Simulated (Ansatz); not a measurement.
# C2H6FNSi: the cost of one run

All numbers below are computed with Ansatz 0.2.0 (RKS B3LYP/6-31G*).

## (1) The starting structure

Bond lengths: C1–N2 1.452 Å, N2–C3 1.269 Å, C3–F4 1.356 Å, C3–Si5 1.893 Å, C1–H6 1.070 Å, C1–H7 1.076 Å, C1–H8 1.144 Å, Si5–H9 1.517 Å, Si5–H10 1.455 Å, Si5–H11 1.476 Å. Angles (14 of 16 angles, heavy atoms first): C1–N2–C3 111.3°, N2–C3–F4 122.9°, N2–C3–Si5 122.0°, F4–C3–Si5 114.8°, N2–C1–H6 112.5°, N2–C1–H7 113.3°, N2–C1–H8 104.4°, C3–Si5–H9 110.5°, C3–Si5–H10 111.1°, C3–Si5–H11 110.7°, H6–C1–H7 114.4°, H6–C1–H8 105.5°, H7–C1–H8 105.6°, H9–Si5–H10 109.5°.

Coordinates:

```xyz
11

C    -1.4451    0.2496    1.3812
N    -0.6920    0.6091    0.1924
C     0.2038   -0.2531   -0.0638
F     0.4593   -1.3122    0.7432
Si    1.3926   -0.0614   -1.5242
H    -2.0186   -0.6433    1.2470
H    -0.8542    0.2682    2.2807
H    -2.2112    1.0911    1.4979
H     2.2006    1.2148   -1.3869
H     0.6706   -0.0443   -2.7875
H     2.3598   -1.1755   -1.5593
```

## (2) Relaxing end A

The input, input.yaml:

```yaml
crystal:
  periodic: [false, false, false]
  atoms:
    - { symbol: C, position_ang: [-1.4451, 0.2496, 1.3812] }
    - { symbol: "N", position_ang: [-0.692, 0.6091, 0.1924] }
    - { symbol: C, position_ang: [0.2038, -0.2531, -0.0638] }
    - { symbol: F, position_ang: [0.4593, -1.3122, 0.7432] }
    - { symbol: Si, position_ang: [1.3926, -0.0614, -1.5242] }
    - { symbol: H, position_ang: [-2.0186, -0.6433, 1.247] }
    - { symbol: H, position_ang: [-0.8542, 0.2682, 2.2807] }
    - { symbol: H, position_ang: [-2.2112, 1.0911, 1.4979] }
    - { symbol: H, position_ang: [2.2006, 1.2148, -1.3869] }
    - { symbol: H, position_ang: [0.6706, -0.0443, -2.7875] }
    - { symbol: H, position_ang: [2.3598, -1.1755, -1.5593] }
basis:
  gaussian: { orbitals: "6-31G*" }
hamiltonian:
  xc: b3lyp
relax:
  f_tol: 0.015
  max_steps: 40
```

Started as:

```sh
ansatz run input.yaml --threads 1 --pin off --max-ram 2048MiB --backend cpu --events-out ev --progress --plain --runs-dir out
```

What time and memory should one allow on 1 thread of AMD EPYC (Zen 3), shared host?

About 3.3 min, with a peak of 0.2 GiB.
